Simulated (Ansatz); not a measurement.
Here is an Ansatz 0.2.0 calculation.

Contents of input.yaml:

```yaml
crystal:
  lattice:
    - [0.0, 3.5695, 3.5695]
    - [3.605195, 0.0, 3.5695]
    - [3.605195, 3.5695, 0.0]
  atoms:
    - { symbol: Sc, position: [0.25, 0.25, 0.25] }
    - { symbol: Sc, position: [0.75, 0.75, 0.75] }
    - { symbol: Sc, position: [0.5, 0.5, 0.5] }
    - { symbol: Te, position: [0.0, 0.0, 0.0] }
hamiltonian:
  xc: pbe
  pseudopotentials: { kind: paw }
kpoints:
  mp_grid: { grid: [5, 5, 5] }
scf:
  occupations: { method: fermi_dirac, width: 0.05 }
output:
  forces: true
  stress: true
  eigenvalues: true
  write_density: true
  write_potential: true
  elf: true
  volumetric_format: npy
```

Potentials or basis: Ansatz PAW.

Launch:

```sh
$ ansatz run input.yaml --threads 2 --pin off --max-ram 5632MiB --backend cpu --events-out ev --progress --plain --runs-dir out
```

(1) What does it give for the band gap on the k mesh?

(2) Predict the pressure.

Results:

(1) none (metal or under the smearing width).

(2) -0.6 GPa.
